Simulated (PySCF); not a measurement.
# Pt⁺: dipole response in aug-cc-pVTZ-PP plus 1 even-tempered diffuse shell per l with ECP60

Aim: the static polarisability and the C₆ coefficient of Pt⁺, method by method.

Program: PySCF 2.14.0. Level of theory: unrestricted determinants in a Gaussian basis, no spin-orbit coupling in the energies. These are calculated values, not measurements, unless marked.

## 1. The atom as given

```
Element     : platinum (Z = 78)
Basis       : aug-cc-pVTZ-PP with one added diffuse shell each of s, p, d, f, g type with ECP60MDF (7s7p6d4f3g, 113 functions)
Hamiltonian : a scalar-relativistic core potential
State 1     : Pt⁺: [Xe] 4f14 5d9, 2D determinant
Methods     : UHF, PBE
```

Outer shells as boxes (Hund's rule):

Pt+ [Xe] 4f14 5d9
```
[Xe] core
4f [↑↓][↑↓][↑↓][↑↓][↑↓][↑↓][↑↓]
5d [↑↓][↑↓][↑↓][↑↓][↑ ]
```

One driver process ran all states and methods and kept the integrals in memory. Each run is shown as a PySCF script that sums up its settings (the driver passes frozen orbitals as a list and adds second-order terms of double hybrids); the logs are those of the runs themselves. The driver starts from symmetry-adapted Hartree-Fock orbitals, holds the occupation by maximum overlap and uses a logarithmic radial grid for functionals, so a plain start would take other cycles.

The integrals over 113 functions and the set-up took 5.2 s of CPU time.

## 2. Pt⁺

Level: UHF.

Input file input.py:

```python
from pyscf import gto, scf, dft, mp, cc
import basis_set_exchange as bse
txt = bse.get_basis("aug-cc-pVTZ-PP", elements=["Pt"], fmt="nwchem", header=False, augment_diffuse=1)
cut = txt.index("\nECP")
mol = gto.M(atom="Pt 0 0 0", charge=1, spin=1, symmetry="D2h",
            basis=gto.basis.parse(txt[:cut]),
            ecp={"Pt": gto.basis.parse_ecp(txt[cut:])})
mf = scf.UHF(mol)
mf.irrep_nelec = {'Ag': (3, 2), 'B1g': (1, 1), 'B2g': (1, 1), 'B3g': (1, 1), 'B1u': (1, 1), 'B2u': (1, 1), 'B3u': (1, 1)}
mf.kernel()
```

Standard output:

```text
damping factor = 0
level_shift factor = 0
DIIS = <class 'pyscf.scf.diis.CDIIS'>
diis_start_cycle = 1
diis_space = 10
diis_damp = 0
SCF conv_tol = 1e-09
SCF conv_tol_grad = None
number electrons alpha = 9  beta = 8
cycle= 1 E= -118.234166272743  delta_E= -0.00576  |g|= 0.0282  |ddm|= 0.051
cycle= 2 E= -118.234874061518  delta_E= -0.000708  |g|= 0.0132  |ddm|= 0.0283
cycle= 3 E= -118.235464538857  delta_E= -0.00059  |g|= 0.0107  |ddm|= 0.0327
cycle= 4 E= -118.236186324865  delta_E= -0.000722  |g|= 0.00882  |ddm|= 0.0475
cycle= 5 E= -118.237386532114  delta_E= -0.0012  |g|= 0.00647  |ddm|= 0.119
cycle= 6 E= -118.23761665898  delta_E= -0.00023  |g|= 0.00377  |ddm|= 0.0397
cycle= 7 E= -118.237772311945  delta_E= -0.000156  |g|= 0.00206  |ddm|= 0.0529
cycle= 8 E= -118.237777760511  delta_E= -5.45e-06  |g|= 0.00124  |ddm|= 0.00447
cycle= 9 E= -118.237783622425  delta_E= -5.86e-06  |g|= 0.000689  |ddm|= 0.00723
cycle= 10 E= -118.237784183507  delta_E= -5.61e-07  |g|= 0.000109  |ddm|= 0.00326
cycle= 11 E= -118.2377842139  delta_E= -3.04e-08  |g|= 2.55e-05  |ddm|= 0.000718
cycle= 12 E= -118.237784214364  delta_E= -4.64e-10  |g|= 9.78e-06  |ddm|= 4.01e-05
converged SCF energy = -118.237784214364  <S^2> = 0.92139305  2S+1 = 2.1646183
```

CPU time 1.8 min on a shared host, the integrals not counted.

The occupied shells:

```tsv
shell	electrons	mean orbital energy (eV)	spread (eV)	rms radius (bohr)
5s α	1	-128.55	0	1.04
5s β	1	-127.09	0	1.04
5p α	3	-78.992	1.456	1.20
5p β	3	-76.972	1.139	1.20
5d α	5	-20.138	2.095	1.78
5d β	4	-19.222	0.848	1.78
```

⟨S²⟩ = 0.921, ⟨L²⟩ = 6.58.

The driver then solved the coupled dipole response at imaginary frequencies: mean α = 14.76 bohr³ (xx, yy, zz: 14.48, 14.48, 15.34), C₆ = 108.8 au for a like pair.

Energies and moments cover only the electrons outside the core potential. Spin-orbit coupling, absent here, splits the open shell strongly. ⟨S²⟩ = 0.92 against 0.75 shows spin contamination.

Level: PBE.

input.py, as changed from the run before:

```diff
@@ -7,3 +7,3 @@
             ecp={"Pt": gto.basis.parse_ecp(txt[cut:])})
-mf = scf.UHF(mol)
+mf = dft.UKS(mol, xc="PBE")
 mf.irrep_nelec = {'Ag': (3, 2), 'B1g': (1, 1), 'B2g': (1, 1), 'B3g': (1, 1), 'B1u': (1, 1), 'B2u': (1, 1), 'B3u': (1, 1)}
```

Standard output:

```text
damping factor = 0
level_shift factor = 0
DIIS = <class 'pyscf.scf.diis.CDIIS'>
diis_start_cycle = 1
diis_space = 10
diis_damp = 0
SCF conv_tol = 1e-09
SCF conv_tol_grad = None
number electrons alpha = 9  beta = 8
XC functionals = PBE
    J. P. Perdew, K. Burke, and M. Ernzerhof.,  Phys. Rev. Lett. 77, 3865 (1996)
    J. P. Perdew, K. Burke, and M. Ernzerhof.,  Phys. Rev. Lett. 78, 1396 (1997)
    J. P. Perdew, K. Burke, and M. Ernzerhof.,  Phys. Rev. Lett. 77, 3865 (1996)
    J. P. Perdew, K. Burke, and M. Ernzerhof.,  Phys. Rev. Lett. 78, 1396 (1997)
cycle= 1 E= -119.055341418252  delta_E= -0.0031  |g|= 0.14  |ddm|= 0.477
cycle= 2 E= -119.052961904378  delta_E= 0.00238  |g|= 0.198  |ddm|= 0.522
cycle= 3 E= -119.067936521792  delta_E= -0.015  |g|= 0.0293  |ddm|= 0.186
cycle= 4 E= -119.068762294203  delta_E= -0.000826  |g|= 0.00912  |ddm|= 0.0752
cycle= 5 E= -119.069038272234  delta_E= -0.000276  |g|= 0.011  |ddm|= 0.0677
cycle= 6 E= -119.069129795432  delta_E= -9.15e-05  |g|= 0.00207  |ddm|= 0.0544
cycle= 7 E= -119.06913755271  delta_E= -7.76e-06  |g|= 0.000185  |ddm|= 0.0142
cycle= 8 E= -119.069137612169  delta_E= -5.95e-08  |g|= 4.59e-05  |ddm|= 0.00163
cycle= 9 E= -119.069137617271  delta_E= -5.1e-09  |g|= 3.85e-06  |ddm|= 0.00034
cycle= 10 E= -119.069137617292  delta_E= -2.04e-11  |g|= 4.04e-07  |ddm|= 2.44e-05
converged SCF energy = -119.069137617292  <S^2> = 0.99359355  2S+1 = 2.2303305
```

It used 60 s of CPU time after the integrals (shared host).

The driver then solved the coupled dipole response at imaginary frequencies: mean α = 17.16 bohr³ (xx, yy, zz: 17.11, 17.11, 17.27), C₆ = 130.0 au for a like pair.

Radial density 4πr²ρ of Pt⁺ at UHF, the electrons outside the core potential:

```tsv
r (bohr)	density	spin density
0.150	0.000123	0.000
0.253	0.00462	0.000
0.425	0.394	0.007
0.715	8.89	0.202
1.20	14.1	0.769
2.02	3.88	0.368
3.40	0.374	0.031
5.72	0.00488	0.000
```

## 3. Polarisabilities and C₆

Pt⁺, in atomic units:

```tsv
method	mean α	C₆ (like pair)	S(−4)
UHF	14.76	108.8	66.94
PBE	17.16	130.0	98.11
```

α(iu) at PBE:

```tsv
u (hartree)	α(iu) (bohr³)
0	17.16
0.0500	16.93
0.100	16.27
0.200	14.31
0.300	12.29
0.500	9.222
0.750	6.814
1.00	5.264
1.50	3.419
2.00	2.393
3.00	1.348
5.00	0.5869
```

## 4. Summary of results

| quantity | value |
| --- | --- |
| α of Pt⁺ | 14.76 (UHF) to 17.16 (PBE) bohr³ |

What this shows: A single London oscillator with the computed α and C₆ of Pt⁺ at UHF would have ω = 4 C₆ / (3 α²) = 0.665 hartree. The basis is finite, and no extrapolation was made.
